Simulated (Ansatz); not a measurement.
# CeSi2Mo2C: relaxing cell and atoms, part 2 of 2

Wanted: the geometry at rest of CeSi2Mo2C (a borrowed structure type, volume estimated), relaxing cell and atoms, and its electronic structure there.

Ansatz 0.2.0; DFT, r2SCAN, no spin polarisation, plane waves, PAW. Relaxing cell and atoms. The steps go on from the part before.

### Step 3. The output, continued

The log, continued:

```text
SCF iter   9: F=-18057.933415 eV  HF=-18057.933415 eV  |F-HF|=1.60e-10  |Δ(HF+E_count)|=   2.36e-8  Δρ=2.11e-6  dr2=4.17e-9  dr2_τ=2.84e-10  ethr=1.15e-9  ⟨swp⟩=8.2  Hψ=6978  notcnv=0
SCF 4 converged in 9 iterations: F = -18057.933415 eV  dr2 = 4.17e-9
relax step   3: F+E_penalty+E_count = -18057.93341511 eV  Δ(F+E_penalty+E_count) = -3.122e-3 eV  max|allowed force component| = 5.311e-2 eV/Å  Δτ_max = 0.0035 Å  P = -0.027 GPa  Ω = 94.805 Å³  energy of the carried Pulay correction = +2.011e-4 eV  (9 SCF iters, dr2 threshold 6.00e-7 eV, accepted)
Crystal: 6 atoms, lattice volume = 94.785 Å³
iter 1 solved again at ethr=1.48e-7 eV; its pass at ethr=3.10e-3 eV (dr2=7.70e-5 eV) is discarded
SCF iter   1: F=-18057.933473 eV  HF=-18057.933535 eV  |F-HF|=6.18e-5  |Δ(HF+E_count)|=         —  Δρ=1.63e-4  dr2=7.51e-5  dr2_τ=3.03e-6  ethr=1.48e-7  ⟨swp⟩=1.2  Hψ=4393  notcnv=0
preconditioner: auto → Kerker (q_TF=auto, 2.469 Å⁻¹)  [metal: Δε(μ)=0.041 eV  Ē_g=7.857 eV  σ=0.100 eV  W_gap=0.10  n_scr=28 (ndim 8)  ℏωp=22.2 eV  f_vac=0.002  D(μ)=4.43/eV (n_scr^D=36)]
SCF iter   2: F=-18057.933456 eV  HF=-18057.933533 eV  |F-HF|=7.69e-5  |Δ(HF+E_count)|=   1.72e-6  Δρ=2.56e-4  dr2=8.08e-5  dr2_τ=3.61e-6  ethr=1.44e-7  ⟨swp⟩=2.0  Hψ=1332  notcnv=0
SCF iter   3: F=-18057.933408 eV  HF=-18057.933535 eV  |F-HF|=1.27e-4  |Δ(HF+E_count)|=   1.51e-6  Δρ=2.77e-4  dr2=1.30e-4  dr2_τ=1.05e-6  ethr=1.44e-7  ⟨swp⟩=1.6  Hψ=1122  notcnv=0
SCF iter   4: F=-18057.933526 eV  HF=-18057.933529 eV  |F-HF|=2.40e-6  |Δ(HF+E_count)|=   5.94e-6  Δρ=4.05e-5  dr2=3.23e-6  dr2_τ=3.63e-8  ethr=1.44e-7  ⟨swp⟩=1.0  Hψ=1087  notcnv=0
SCF iter   5: F=-18057.933526 eV  HF=-18057.933528 eV  |F-HF|=1.92e-6  |Δ(HF+E_count)|=   5.12e-7  Δρ=3.53e-5  dr2=1.96e-6  dr2_τ=4.83e-8  ethr=6.22e-9  ⟨swp⟩=2.0  Hψ=1474  notcnv=0
SCF iter   6: F=-18057.933528 eV  HF=-18057.933528 eV  |F-HF|=3.04e-9  |Δ(HF+E_count)|=   1.00e-7  Δρ=5.77e-6  dr2=2.24e-8  dr2_τ=1.29e-9  ethr=3.39e-10  ⟨swp⟩=7.0  Hψ=7171  notcnv=0
SCF 5 converged in 6 iterations: F = -18057.933528 eV  dr2 = 2.24e-8
relax step   4: F+E_penalty+E_count = -18057.93352817 eV  Δ(F+E_penalty+E_count) = -1.131e-4 eV  max|allowed force component| = 2.921e-2 eV/Å  Δτ_max = 0.0013 Å  P = -0.004 GPa  Ω = 94.785 Å³  energy of the carried Pulay correction = +2.063e-4 eV  (6 SCF iters, dr2 threshold 1.76e-7 eV, accepted)
Crystal: 6 atoms, lattice volume = 94.772 Å³
iter 1 solved again at ethr=1.78e-7 eV; its pass at ethr=3.10e-3 eV (dr2=9.24e-5 eV) is discarded
SCF iter   1: F=-18057.933510 eV  HF=-18057.933587 eV  |F-HF|=7.67e-5  |Δ(HF+E_count)|=         —  Δρ=1.77e-4  dr2=9.04e-5  dr2_τ=3.07e-6  ethr=1.78e-7  ⟨swp⟩=1.2  Hψ=4508  notcnv=0
preconditioner: auto → Kerker (q_TF=auto, 2.469 Å⁻¹)  [metal: Δε(μ)=0.038 eV  Ē_g=7.856 eV  σ=0.100 eV  W_gap=0.10  n_scr=28 (ndim 8)  ℏωp=22.2 eV  f_vac=0.002  D(μ)=4.43/eV (n_scr^D=36)]
SCF iter   2: F=-18057.933474 eV  HF=-18057.933586 eV  |F-HF|=1.12e-4  |Δ(HF+E_count)|=   1.40e-6  Δρ=3.06e-4  dr2=1.17e-4  dr2_τ=4.55e-6  ethr=1.74e-7  ⟨swp⟩=2.0  Hψ=1433  notcnv=0
SCF iter   3: F=-18057.933457 eV  HF=-18057.933586 eV  |F-HF|=1.29e-4  |Δ(HF+E_count)|=   5.75e-7  Δρ=2.76e-4  dr2=1.33e-4  dr2_τ=1.09e-6  ethr=1.74e-7  ⟨swp⟩=1.5  Hψ=1239  notcnv=0
SCF iter   4: F=-18057.933568 eV  HF=-18057.933580 eV  |F-HF|=1.19e-5  |Δ(HF+E_count)|=   6.16e-6  Δρ=8.09e-5  dr2=1.32e-5  dr2_τ=1.11e-7  ethr=1.74e-7  ⟨swp⟩=1.0  Hψ=1201  notcnv=0
SCF iter   5: F=-18057.933574 eV  HF=-18057.933577 eV  |F-HF|=3.00e-6  |Δ(HF+E_count)|=   3.05e-6  Δρ=4.26e-5  dr2=3.09e-6  dr2_τ=5.34e-8  ethr=2.53e-8  ⟨swp⟩=1.7  Hψ=1280  notcnv=0
SCF iter   6: F=-18057.933576 eV  HF=-18057.933576 eV  |F-HF|=1.19e-8  |Δ(HF+E_count)|=   4.64e-7  Δρ=5.78e-6  dr2=3.35e-8  dr2_τ=1.81e-9  ethr=5.94e-9  ⟨swp⟩=1.5  Hψ=1108  notcnv=0
SCF iter   7: F=-18057.933576 eV  HF=-18057.933576 eV  |F-HF|=9.53e-9  |Δ(HF+E_count)|=  8.73e-11  Δρ=3.83e-6  dr2=1.43e-8  dr2_τ=5.06e-10  ethr=1.51e-11  ⟨swp⟩=8.1  Hψ=6556  notcnv=0
SCF iter   8: F=-18057.933576 eV  HF=-18057.933576 eV  |F-HF|=1.08e-9  |Δ(HF+E_count)|=  3.57e-10  Δρ=1.04e-6  dr2=1.41e-9  dr2_τ=2.41e-11  ethr=1.51e-11  ⟨swp⟩=7.0  Hψ=5981  notcnv=0
SCF 6 converged in 8 iterations: F = -18057.933576 eV  dr2 = 1.41e-9
relax step   5: F+E_penalty+E_count = -18057.93357645 eV  Δ(F+E_penalty+E_count) = -4.829e-5 eV  max|allowed force component| = 1.013e-5 eV/Å  Δτ_max = 0.0015 Å  P = -0.000 GPa  Ω = 94.772 Å³  energy of the carried Pulay correction = +2.096e-4 eV  (8 SCF iters, dr2 threshold 7.87e-9 eV, accepted)
Initial wavefunctions: pseudopotential atomic-orbital guess (no wavefunctions were taken with the density)
iter 1 solved again at ethr=6.87e-7 eV; its pass at ethr=3.10e-3 eV (dr2=3.57e-4 eV) is discarded
SCF iter   1: F=-18057.933369 eV  HF=-18057.933365 eV  |F-HF|=3.52e-6  |Δ(HF+E_count)|=         —  Δρ=3.14e-5  dr2=7.10e-8  dr2_τ=6.20e-7  ethr=6.87e-7  ⟨swp⟩=3.1  Hψ=7323  notcnv=0
eigensolver tolerance schedule: the retry pair's looser diagonalisation over-reported the residual by 5027.80 of it (diagonalisation noise at an unbounded share of the residual, at the tolerance the schedule requests for it); recorded, not acted on — ethr = c·dr2/N_el stays at c = 1.0e-1
preconditioner: auto → Kerker (q_TF=auto, 2.469 Å⁻¹)  [metal: Δε(μ)=0.039 eV  Ē_g=7.856 eV  σ=0.100 eV  W_gap=0.10  n_scr=28 (ndim 8)  ℏωp=22.2 eV  f_vac=0.002  D(μ)=4.43/eV (n_scr^D=36)]
SCF iter   2: F=-18057.933372 eV  HF=-18057.933371 eV  |F-HF|=1.10e-6  |Δ(HF+E_count)|=   5.59e-6  Δρ=1.66e-5  dr2=3.53e-8  dr2_τ=6.11e-8  ethr=1.37e-10  ⟨swp⟩=3.0  Hψ=2722  notcnv=0
SCF iter   3: F=-18057.933372 eV  HF=-18057.933372 eV  |F-HF|=1.22e-7  |Δ(HF+E_count)|=   9.79e-7  Δρ=1.57e-5  dr2=2.85e-7  dr2_τ=1.30e-8  ethr=6.79e-11  ⟨swp⟩=2.0  Hψ=1759  notcnv=0  recentre
SCF iter   4: F=-18057.933372 eV  HF=-18057.933372 eV  |F-HF|=9.11e-9  |Δ(HF+E_count)|=   1.43e-7  Δρ=2.91e-6  dr2=1.09e-8  dr2_τ=4.74e-10  ethr=6.79e-11  ⟨swp⟩=2.1  Hψ=1741  notcnv=0
SCF iter   5: F=-18057.933372 eV  HF=-18057.933372 eV  |F-HF|=6.84e-10  |Δ(HF+E_count)|=  5.09e-11  Δρ=5.75e-7  dr2=1.98e-10  dr2_τ=4.21e-11  ethr=2.10e-11  ⟨swp⟩=1.0  Hψ=1081  notcnv=0
SCF iter   6: F=-18057.933372 eV  HF=-18057.933372 eV  |F-HF|=3.27e-11  |Δ(HF+E_count)|=  7.79e-10  Δρ=1.17e-7  dr2=1.48e-11  dr2_τ=1.83e-12  ethr=1.00e-12  ⟨swp⟩=6.2  Hψ=5049  notcnv=0
SCF 7 converged in 6 iterations: F = -18057.933372 eV  dr2 = 1.48e-11
relax step   6: F+E_penalty+E_count = -18057.93337201 eV  Δ(F+E_penalty+E_count) = +2.044e-4 eV  max|allowed force component| = 1.192e-5 eV/Å  Δτ_max = 0.0000 Å  P = -0.001 GPa  Ω = 94.772 Å³  stress off target by 1.03e-3 GPa  SCF on the basis re-selected at this cell (its energy is not comparable with the rows above)  (6 SCF iters)
basis re-selected at this cell: Δ(F+E_penalty+E_count) = +2.044e-4 eV, ΔP = -0.001 GPa vs the last step (what re-selecting the basis moved, of the pressure what is left beyond the Pulay correction that the steps carried, after the strain that the cell walked since its last selection, with what the two solves' SCF thresholds leave and, on support functions, any second-order correction that the steps lacked; it is no measure of the basis error at this ecutwfc). This SCF's stress stands 1.03e-3 GPa from its target on what of the cell is left free (relax.cell.stress_tol is 5.00e-2 GPa) and its largest allowed force component is 1.19e-5 eV/Å (relax.f_tol is 3.00e-2 eV/Å): within both
SCF converged after 6 iterations
Free energy (F): -18057.933372 eV
Harris-Foulkes:  -18057.933372 eV  (|F-HF|=3.27e-11)
Internal energy: -18057.774399 eV  (E = F + TS)
E sigma→0 (E₀):  -18057.853886 eV
Entropy (-TS):   -0.158973 eV (-26.495 meV/atom)
Fermi energy:    15.409826 eV
--- Per-component energies (eV) ---
  E_band       = -193.448709
  E_kinetic    = 1430.789776
  E_local      = -3028.444153  (includes V_loc(G=0)·N_el)
  E_nonlocal   = 309.565861
  E_hartree    = 1126.180890
  E_xc         = -732.338954
  E_vxc        = -963.179294  (∫ρ·V_xc dr)
  E_paw        = -13067.170699  (= ΣΔE_a)
  E_vpaw       = -250.998645  (= ΣTr[D̂ρ^β])
  E_aug_tail   = 0.000011  (compensation charges beyond the density's cutoff)
  E_vtau       = 56.456035  (kinetic-family band-sum trace: ∫τ·v_τ [+ j·A + Jᵃ·Aᵃ] dr)
  E_ewald      = -4095.819461
  E_core_change = -0.537670  (= ΣΔE_core)
  E_smearing   = -0.158973  (= −TS)
  E_closure    = 0.000000  (closes the sum)
  Σ components = -18057.933372   (vs F -18057.933372, Δ=0.00e0)
--- Forces (eV/Å), atoms counted from 1 ---
  atom   1  Si     0.00000000     0.00000000    -0.00001192
  atom   2  Si     0.00000000     0.00000000     0.00001192
  atom   3  Mo     0.00000000     0.00000000     0.00000000
  atom   4  Mo    -0.00000000     0.00000000     0.00000000
  atom   5  Ce    -0.00000000    -0.00000000     0.00000000
  atom   6  C     -0.00000000    -0.00000000     0.00000000
  max |Σ_I F_I| component: 1.69e-21 eV/Å
--- Stress (GPa, compression-positive) ---
       -0.000704       0.000000       0.000000
        0.000000      -0.000704       0.000000
        0.000000       0.000000      -0.001032
  P = ⅓ Tr σ = -0.0008 GPa (-0.008 kbar)
--- Band table (eV; the first three rows and the last of 30) ---
  k-point 0: bands = ["-47.5452", "-47.4480", "-21.1975", "-21.1975", "-20.9195", "-20.7983", "-20.7108", "-20.7108", "-20.3998", "-2.9155", "-2.7507", "-2.7507", "2.2260", "4.4348", "8.8833", "9.7682", "11.3727", "11.3727", "11.8287", "12.8461", "12.8461", "13.0202", "13.9913", "14.3100", "14.8185", "14.8185", "15.3326", "15.3326", "15.7301", "16.0318", "16.3024", "16.3024", "16.5269", "16.5269", "16.5271", "16.6640"]
  k-point 1: bands = ["-47.5452", "-47.4480", "-21.1975", "-21.1975", "-20.9352", "-20.7984", "-20.7108", "-20.7108", "-20.3822", "-3.0013", "-2.7539", "-2.7539", "2.4868", "4.6339", "7.6376", "10.9963", "11.4034", "11.4034", "11.8438", "12.7508", "12.7508", "12.9563", "13.2923", "14.8568", "14.8568", "15.1130", "15.6286", "15.6286", "15.6474", "16.0570", "16.3413", "16.3413", "16.4465", "16.4936", "16.5442", "16.5442"]
  k-point 2: bands = ["-47.5452", "-47.4480", "-21.1974", "-21.1974", "-20.9586", "-20.7986", "-20.7107", "-20.7107", "-20.3555", "-3.1300", "-2.7592", "-2.7592", "2.9360", "5.2314", "6.2666", "11.4525", "11.4525", "11.7115", "11.8688", "12.4064", "12.6155", "12.6155", "14.0596", "14.9996", "14.9996", "15.1183", "15.8419", "15.9954", "15.9954", "16.1059", "16.2109", "16.2761", "16.4638", "16.4638", "16.6189", "16.6189"]
  k-point 29: bands = ["-47.4961", "-47.4961", "-21.3841", "-21.1594", "-20.8553", "-20.8553", "-20.7396", "-20.5901", "-20.3685", "-2.9778", "-2.9778", "-2.9281", "5.4276", "5.4752", "8.0268", "8.5695", "8.5695", "9.7056", "11.4707", "11.4707", "12.0505", "13.2793", "13.2793", "13.7141", "13.7141", "15.7954", "15.8986", "15.9001", "15.9001", "15.9203", "15.9876", "15.9876", "16.0722", "16.3467", "17.9180", "18.3782"]
--- Relaxed structure (5 steps of the walk, 5 accepted, 1 SCFs on fresh bases) ---
  F+E_penalty+E_count = -18057.93337201 eV   max|allowed force component| = 1.192e-5 eV/Å   (the final SCF, on the basis selected at the relaxed cell)
  cell:  # Å, volume = 94.7720 Å³
    - [4.2127929631986065, -4.84558597653916e-35, 0.0]
    - [-4.84558597653916e-35, 4.2127929631986065, 0.0]
    - [0.0, 0.0, 5.339981506043593]
  atoms:
    - { symbol: Si, position: [0.5, 0.5, 0.2792163168394029] }
    - { symbol: Si, position: [0.5, 0.5, 0.7207836831605972] }
    - { symbol: Mo, position: [3.087665294010909e-35, 0.5, -1.3383923183761371e-20] }
    - { symbol: Mo, position: [0.5, 5.573295463127797e-36, -1.3383923183761371e-20] }
    - { symbol: Ce, position: [-3.7791115760674043e-35, -4.977221082044611e-36, 0.5] }
    - { symbol: C, position: [4.3036570314206097e-35, 2.98037190541594e-38, -1.3383923183761371e-20] }
--- Löwdin populations: 6 sites ---
  site symbol       q [e]
     0     Si      4.0224
     1     Si      4.0224
     2     Mo     13.7022
     3     Mo     13.7022
     4     Ce     11.7591
     5      C      4.5429
  spilling = 0.004784 (of n_electrons = 52.000000)
--- Bader charges: 6 sites ---
  site symbol  charge [e]  shift [e]
     0     Si     -0.6453     0.0025
     1     Si     -0.6453     0.0025
     2     Mo      0.6084     0.0026
     3     Mo      0.6084     0.0026
     4     Ce      1.5592     0.0000
     5      C     -1.4853     0.0003
  estimated error of the sums over rays = 9.4e-4 e
```

Wall time 98 s (2 threads of an Arm CPU, shared host); peak memory 0.65 GiB.

The steps of the relaxation:

```
step  energy from step 1 (eV/cell)  largest force component (eV/Å)  pressure (GPa)  volume (Å³)
   1                        0.0000                          0.1251           -1.18        95.59
   2                       -0.0080                          0.0821            0.94        94.26
   3                       -0.0111                          0.0531           -0.03        94.81
   4                       -0.0112                          0.0292            0.00        94.78
   5                       -0.0112                          0.0000            0.00        94.77
   6                       -0.0110                          0.0000            0.00        94.77
```

Step 1 is the start. Step 6 repeats the geometry before on a plane-wave basis chosen anew for that cell, so the energy can jump there without any move; the table keeps such jumps.

| input's cell | before | after | change |
| --- | --- | --- | --- |
| a (Å) | 4.207 | 4.213 | +0.1 % |
| b (Å) | 4.207 | 4.213 | +0.1 % |
| c (Å) | 5.401 | 5.340 | -1.1 % |
| volume (Å³/atom) | 15.93 | 15.80 | -0.9 % |

### Step 4. Total and projected density of states

Counts of states in windows (eV from the Fermi level; tetrahedra), total and projected:

```
from    to  total   C p  Ce d  Ce f  Mo d  Si p
-8.0  -7.0   1.01  0.02  0.07  0.00  0.25  0.18
-7.0  -6.0   0.65  0.17  0.04  0.00  0.22  0.08
-6.0  -5.0   2.43  0.75  0.12  0.01  0.82  0.42
-5.0  -4.0   3.29  0.71  0.20  0.02  1.27  0.77
-4.0  -3.0   5.56  0.80  0.44  0.04  2.29  1.62
-3.0  -2.0   3.30  0.27  0.46  0.06  1.21  1.10
-2.0  -1.0   3.76  0.17  0.40  0.20  2.18  0.57
-1.0   0.0   2.99  0.11  0.29  0.65  1.52  0.30
```

The bands computed are complete only to about 1.1 eV above the Fermi level.

### Step 5. How the electrons are shared

Gathered by element (positive charge: electrons given up): Löwdin charges also hold the electrons that the projection spills.

```
element  atoms  Bader charge (e)  Bader volume (Å³)  Löwdin charge (e)
     Si      2             -0.65               17.7              -0.02
     Mo      2             +0.61               14.8              +0.30
     Ce      1             +1.56               19.2              +0.24
      C      1             -1.49               10.6              -0.54
```

Löwdin charges rest on a small set of atomic orbitals that misses 0.5 % of the electrons, so they need not add up to the cell's charge and can differ from Bader's even in sign.

### Step 6. Fields in real space

Maps in the plane spanned by a and b at height 0.000 along c (axes of the input's cell), one cell: a runs left to right (13 points from zero), b bottom to top (13 points), 90° apart. Near the nuclei they are pseudo-fields.

Valence density. Ten steps from '0' (0.24 e/Å³) to '9' (6.43 e/Å³), finer at the low end (step k begins (100^(k/10) - 1)/99 of the way up):
```
6654589985456
5542368863245
4421134431124
6531111111135
9863100001368
9984100001489
9984100001489
9863100001368
6531111111135
4421134431124
5542368863245
6654589985456
6654699996456
```

ELF. Ten even steps from '0' (0.02) to '9' (0.79):
```
5894498894498
9984269962489
4443224422344
6422433334224
9962344443269
4894343343498
4894343343498
9962344443269
6422433334224
4443224422344
9984269962489
5894498894498
0594694496495
```

Atoms within 0.2 Å of the plane, in fractions of a and b: Mo at (0.00, 0.50), Mo at (0.50, 0.00), C at (0.00, 0.00).

Scans along the contacts give these minima of the density:

```
contact  length (Å)  minimum at (fraction)  density (e/Å³)   ELF
 Mo3–C6       2.106                   0.53           0.721  0.32
Si1–Si2       2.358             none clear               –     –
```

### Step 7. Outcome

What follows sums up all 2 parts.

| quantity | value |
| --- | --- |
| moves | 4 |
| energy gained | 1.9 meV/atom |
| largest move | 0.00 Å |
| space group (0.01 Å), before / after | P4/mmm / P4/mmm |
| cell | a = 4.213 Å, b = 4.213 Å, c = 5.340 Å, α = 90.00°, β = 90.00°, γ = 90.00° |
| volume | 15.80 Å³/atom (-0.9 %) |
| pressure at the end | 0.00 GPa |
| character | metal |
| density of states, mean within 0.25 eV of the Fermi level | 3.9 per eV per cell |
| Bader charges | Si -0.65, Mo +0.61, Ce +1.56, C -1.49 e |

The volume shrank by 0.9 %, and the atoms end where they began within the cell; the energy fell by 1.9 meV per atom. With 16 symmetry operations imposed, the end may be a saddle point towards distortions that break them. The cell is metallic; within 0.25 eV of the Fermi level the density of states averages 3.9 per eV per cell, mostly Ce f (58 %) and Mo d (26 %). Ce loses most charge (+1.56 e on average) and C gains most (-1.49 e).

A measured lattice constant c of CeSi2Mo2C is 5.376 Å (300 K; powder; “Valence Fluctuation in CeMo2Si2C”, 2013, arxiv:1303.2801); the calculated 5.340 Å misses it by -0.7 %. The calculation has no thermal expansion or zero-point motion, which count for tenths of a per cent.

Limits of this run: no spin polarisation, so a magnetic state may lie lower.
